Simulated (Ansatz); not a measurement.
Working through a convergence test of the plane-wave cutoff of InP, space group F-43m

With the Python package of Ansatz (0.2.0).

The cells in order, each with its output:

**Cell 1**
```python
import ansatz as az
```

**Cell 2**
```python
crystal = (
    az.Lattice.of((0.0, 2.9305, 2.9305), (2.9305, 0.0, 2.9305), (2.9305, 2.9305, 0.0))
    .atom('In', (0.0, 0.0, 0.0))
    .atom('P', (0.25, 0.25, 0.25))
)
```

**Cell 3**
```python
crystal.resolved().tree()['lattice']
```
Output:
```text
((0.0, 2.9305, 2.9305), (2.9305, 0.0, 2.9305), (2.9305, 2.9305, 0.0))
```

**Cell 4**
```python
setup = crystal.calculation().functional('pbe').kpoints(6, 6, 6).occupations('fixed').scf(max_iterations=50)
```

**Cell 5**
```python
rows = []
for value in [250, 325, 400, 475]:
    r = setup.basis(value).run(threads=1, backend='cpu').report
    rows.append((value, r['free_energy_ev'] / len(r['lattice']['sites']), r['n_iterations'], r['n_pw']))
```
Output:
```text
DeckWarning: basis.ecutwfc = 250 eV is below the records' recommended 420 eV, and the density's cutoff is lower with it unless basis.ecutrho_ratio is high enough to keep the records' density cutoff: compare with a run at a higher cutoff
DeckWarning: basis.ecutwfc = 325 eV is below the records' recommended 420 eV, and the density's cutoff is lower with it unless basis.ecutrho_ratio is high enough to keep the records' density cutoff: compare with a run at a higher cutoff
DeckWarning: basis.ecutwfc = 400 eV is below the records' recommended 420 eV, and the density's cutoff is lower with it unless basis.ecutrho_ratio is high enough to keep the records' density cutoff: compare with a run at a higher cutoff
```

**Cell 6**
```python
print(' cutoff (eV)   F/atom (eV)    iterations   plane waves')
for row in rows:
    print(f'{str(row[0]):>12s}  {row[1]:12.5f}  {row[2]:12d}  {row[3]:12d}')
```
Output:
```text
 cutoff (eV)   F/atom (eV)    iterations   plane waves
         250   -3176.42468             7           459
         325   -3176.96978             6           645
         400   -3176.98468             6           941
         475   -3176.98596             6          1243
```

**Cell 7**
```python
# differences from the last row
for row in rows[:-1]:
    shift = 1000 * (row[1] - rows[-1][1])
    print(f'{row[0]}: {shift:+.2f} meV/atom' + ('  (within 2 meV)' if abs(shift) < 2 else ''))
```
Output:
```text
250: +561.28 meV/atom
325: +16.18 meV/atom
400: +1.28 meV/atom  (within 2 meV)
```

From 400 eV on it stays within 2 meV an atom of the value at 475 eV; the first row (250 eV) is off by 561.3 meV and the last but one by 1.28 meV. The energy falls steadily, as expected when plane waves are added.

Of the deposited cell: the entry's cell lengths or inner coordinates differ somewhat from later room-temperature determinations. The starting cell is as deposited in a crystallographic database; the results hold for this polymorph, which needn't be the stable one. Warnings are shown shortened and without file and line. Shifts are counted from the last row, which is itself no proven limit. Hardware and time: 3.3 s on 1 thread of Arm Neoverse V2, on a shared host, peak memory 0.34 GiB.
